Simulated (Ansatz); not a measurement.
# AlAsBFH6Si: one species, many methods

Aim: compute AlAsBFH6Si with functionals from several rungs and with coupled cluster, and see how far each lands from CCSD(T) at the basis-set limit for the atomisation energy.

Method: functionals in def2-TZVPP, the program's frozen cores in correlated methods; program: Ansatz 0.2.0, Gaussian basis.

The runs, in order: LDA (SPW92), PBE-D4, revPBE-D4, BLYP-D4, r2SCAN-D4, B97M-V, PBE0-D4, B3LYP-D4, r2SCANh-D4, r2SCAN0-D4, HSE06-D4, BHLYP-D4, CAM-B3LYP-D4, LC-ωPBE, ωB97X-V, ωB97M-V, B2PLYP, PBE-QIDH; CCSD(T)/def2-SVP; CCSD(T)/def2-TZVPP; MP2/def2-QZVPP; extrapolation to the limit; RPA on PBE.

## 1. The relaxed structure

The geometry comes from an earlier relaxation with PBE0-D4 in a triple-zeta def2 set; it is a stationary point, not always the lowest conformer.

SMILES `F[B]([SiH3])[AlH][AsH2]`, 11 atoms, charge 0, spin multiplicity 1.

Atoms are counted from 1 here; the program's logs count them from 0.

Bond lengths: F1–B2 1.331 Å, B2–Si3 2.049 Å, B2–Al4 2.165 Å, Si3–H6 1.492 Å, Si3–H7 1.493 Å, Si3–H8 1.489 Å, Al4–As5 2.438 Å, Al4–H9 1.592 Å, As5–H10 1.523 Å, As5–H11 1.523 Å. Angles: F1–B2–Si3 118.3°, F1–B2–Al4 120.7°, Si3–B2–Al4 121.0°, B2–Si3–H6 108.8°, B2–Si3–H7 107.3°, B2–Si3–H8 115.9°, H6–Si3–H7 106.7°, H6–Si3–H8 109.0°, H7–Si3–H8 108.8°, B2–Al4–As5 119.5°, B2–Al4–H9 122.9°, As5–Al4–H9 117.5°, Al4–As5–H10 90.7°, Al4–As5–H11 91.8°, H10–As5–H11 93.3°.

## 2. LDA

This LDA is Slater exchange with PW92 correlation.

Contents of in.yaml:

```yaml
crystal:
  periodic: [false, false, false]
  atoms:
    - {symbol: F, position_ang: [-1.693213, -1.930628, 0.382959]}
    - {symbol: B, position_ang: [-0.761599, -0.985723, 0.485081]}
    - {symbol: Si, position_ang: [1.146031, -1.552369, 0.972579]}
    - {symbol: Al, position_ang: [-1.233178, 1.081404, 0.047633]}
    - {symbol: As, position_ang: [-0.863281, 1.949203, -2.200654]}
    - {symbol: H, position_ang: [1.724853, -0.540986, 1.904094]}
    - {symbol: H, position_ang: [1.958406, -1.498204, -0.279073]}
    - {symbol: H, position_ang: [1.287307, -2.905893, 1.577075]}
    - {symbol: H, position_ang: [-1.799507, 2.089964, 1.141767]}
    - {symbol: H, position_ang: [-0.090339, 3.134118, -1.636987]}
    - {symbol: H, position_ang: [0.389920, 1.101913, -2.373873]}
basis:
  gaussian: {orbitals: def2-TZVPP}
hamiltonian: {xc: lda}
output: {orbitals: {seedname: orbitals}}
```

The runs that follow: PBE-D4 (GGA); revPBE-D4 (GGA); BLYP-D4 (GGA); r2SCAN-D4 (meta-GGA); B97M-V (meta-GGA); PBE0-D4 (hybrid); B3LYP-D4 (hybrid); r2SCANh-D4 (hybrid); r2SCAN0-D4 (hybrid); HSE06-D4 (hybrid); BHLYP-D4 (hybrid); CAM-B3LYP-D4 (range-separated); LC-ωPBE (range-separated); ωB97X-V (range-separated); ωB97M-V (range-separated); B2PLYP (double hybrid); PBE-QIDH (double hybrid); CCSD(T) in def2-SVP; CCSD(T) in def2-TZVPP; MP2 in def2-QZVPP; RPA on PBE orbitals.

Before running them: what should the planned runs give, taken together? Wanted: atomisation energy, CCSD(T)/CBS; farthest beyond LDA; mean size of error, GGA; mean size of error, meta-GGA; mean size of error, hybrid; mean size of error, range-separated; mean size of error, double hybrid; gap, smallest and largest; T1 diagnostic.

The runs gave:

```
                               quantity                                                                                                            value
        atomisation energy, CCSD(T)/CBS                                                                                                    3189.6 kJ/mol
 functionals within 31.9 kJ/mol (1.0 %)  PBE-D4, BLYP-D4, r2SCAN-D4, PBE0-D4, B3LYP-D4, r2SCANh-D4, r2SCAN0-D4, HSE06-D4, CAM-B3LYP-D4, LC-ωPBE, ωB97M-V
                    farthest beyond LDA                                                                                          BHLYP-D4 (-52.2 kJ/mol)
                mean size of error, GGA                                                                                                      24.0 kJ/mol
           mean size of error, meta-GGA                                                                                                      37.4 kJ/mol
             mean size of error, hybrid                                                                                                      21.5 kJ/mol
    mean size of error, range-separated                                                                                                      25.1 kJ/mol
      mean size of error, double hybrid                                                                                                      40.8 kJ/mol
              gap, smallest and largest                                                                         2.40 eV (LDA (SPW92)), 9.19 eV (LC-ωPBE)
                          T1 diagnostic                                                                                                           0.0139
triples share of the correlation energy                                                                                                            3.4 %
```

**Reading.** LDA overbinds by 430.8 kJ/mol (14 %). PBE-D4 misses by +22.6 kJ/mol. Double hybrids carry the basis error of their MP2 part in triple zeta, and no dispersion term here, so their miss is partly the set-up's. The rungs hybrid, GGA, range-separated miss on average by less than the doubt on the reference (31.9 kJ/mol), so they tie. The reference freezes the cores and leaves out relativity and excitations past (T), and its outer-core shells are covered unevenly, so misses under about 31.9 kJ/mol can't be ranked. Hartree-Fock recovers 74 % of the binding; the rest is correlation. CCSD(T) in def2-SVP is off by -210.2 kJ/mol, so the small basis spoils what the method gains. Orbital gaps span 2.4 to 9.2 eV; exact exchange widens them. Correlated methods include outer-core shells of As, which these sets cover unevenly.
